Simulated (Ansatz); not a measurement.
# CH₆ClNSi₂: up Jacob's ladder to CCSD(T)

An exercise on one series of results from a longer session: the logs are not shown, and one member is left open.

Program: Ansatz 0.2.0, Gaussian basis. Level of theory: functionals in def2-TZVPP, the program's frozen cores in correlated methods. These are calculated values, not measurements.

The runs, in order: PBE-D4, r2SCAN-D4, PBE0-D4, B3LYP-D4, ωB97X-V, ωB97M-V, B2PLYP; CCSD(T)/def2-TZVPP; MP2/def2-QZVPP; extrapolation to the limit.

### The relaxed structure

An earlier PBE0-D4 in a triple-zeta def2 set relaxation fixed the geometry.

11 atoms, charge 0, spin multiplicity 1.

Atoms are counted from 1 here; the program's logs count them from 0.

Bond lengths: C1–Si2 1.862 Å, C1–H6 1.093 Å, C1–H7 1.092 Å, C1–H8 1.093 Å, Si2–N3 1.749 Å, Si2–H9 1.488 Å, Si2–H11 1.486 Å, N3–Si4 1.712 Å, N3–H10 1.014 Å, Si4–Cl5 2.111 Å. Angles: Si2–C1–H6 110.5°, Si2–C1–H7 110.9°, Si2–C1–H8 111.1°, H6–C1–H7 108.3°, H6–C1–H8 107.8°, H7–C1–H8 108.2°, C1–Si2–N3 111.8°, C1–Si2–H9 109.7°, C1–Si2–H11 111.3°, N3–Si2–H9 109.4°, N3–Si2–H11 105.1°, H9–Si2–H11 109.4°, Si2–N3–Si4 124.9°, Si2–N3–H10 117.1°, Si4–N3–H10 118.0°, N3–Si4–Cl5 99.1°.

As a file:

```mol
CH6ClNSi2
  3D, bonds by distance, orders not assigned

 11 10  0  0  0  0  0  0  0  0999 V2000
   -1.3521    0.3315   -1.1182 C   0  0
   -0.2913   -0.8079   -0.0967 Si  0  0
    1.0676    0.0323    0.6158 N   0  0
    1.3257    0.2287    2.2968 Si  0  0
    3.1311    1.3199    2.2328 Cl  0  0
   -2.1919   -0.2165   -1.5540 H   0  0
   -1.7522    1.1431   -0.5064 H   0  0
   -0.7791    0.7721   -1.9380 H   0  0
    0.2061   -1.9241   -0.9452 H   0  0
    1.7511    0.4276   -0.0205 H   0  0
   -1.0496   -1.3638    1.0543 H   0  0
  1  2  8  0
  1  6  8  0
  1  7  8  0
  1  8  8  0
  2  3  8  0
  2  9  8  0
  2 11  8  0
  3  4  8  0
  3 10  8  0
  4  5  8  0
M  END
```

Set-up of the first run:

The input, in.yaml:

```yaml
crystal:
  periodic: [false, false, false]
  atoms:
    - {symbol: C, position_ang: [-1.352133, 0.331455, -1.118211]}
    - {symbol: Si, position_ang: [-0.291343, -0.807853, -0.096686]}
    - {symbol: N, position_ang: [1.067592, 0.032274, 0.615840]}
    - {symbol: Si, position_ang: [1.325658, 0.228713, 2.296810]}
    - {symbol: Cl, position_ang: [3.131084, 1.319936, 2.232769]}
    - {symbol: H, position_ang: [-2.191850, -0.216498, -1.553957]}
    - {symbol: H, position_ang: [-1.752204, 1.143068, -0.506425]}
    - {symbol: H, position_ang: [-0.779091, 0.772130, -1.937960]}
    - {symbol: H, position_ang: [0.206086, -1.924124, -0.945197]}
    - {symbol: H, position_ang: [1.751104, 0.427576, -0.020547]}
    - {symbol: H, position_ang: [-1.049603, -1.363776, 1.054266]}
basis:
  gaussian: {orbitals: def2-TZVPP}
hamiltonian: {xc: pbe, dispersion: d4}
output: {forces: true, orbitals: {seedname: orbitals}}
```

Command:

```console
$ ansatz run in.yaml --threads 4 --pin off --events-out ev --progress --plain --max-ram 10444MiB
```

Steps of the session up to this table: PBE-D4 (GGA); r2SCAN-D4 (meta-GGA); PBE0-D4 (hybrid); B3LYP-D4 (hybrid); ωB97X-V (range-separated); ωB97M-V (range-separated); B2PLYP (double hybrid); CCSD(T) in def2-TZVPP; MP2 in def2-QZVPP.

One of the session's tables, all rows but one given; the rest of the session is left out.

```
            method  atomisation energy (kJ/mol)
            PBE-D4                            ?
         r2SCAN-D4                       3852.7
           PBE0-D4                       3845.4
          B3LYP-D4                       3861.0
           ωB97X-V                       3881.2
           ωB97M-V                       3888.0
            B2PLYP                       3810.2
     HF/def2-TZVPP                       2820.7
    MP2/def2-TZVPP                       3788.4
   CCSD/def2-TZVPP                       3690.4
CCSD(T)/def2-TZVPP                       3746.1
           MP2/CBS                       3904.3
       CCSD(T)/CBS                       3862.0
```

Estimate the missing values for PBE-D4.

As computed: atomisation energy (kJ/mol): 3896.4. In the column «atomisation energy (kJ/mol)» it lies between ωB97M-V (3888.0) and MP2/CBS (3904.3).
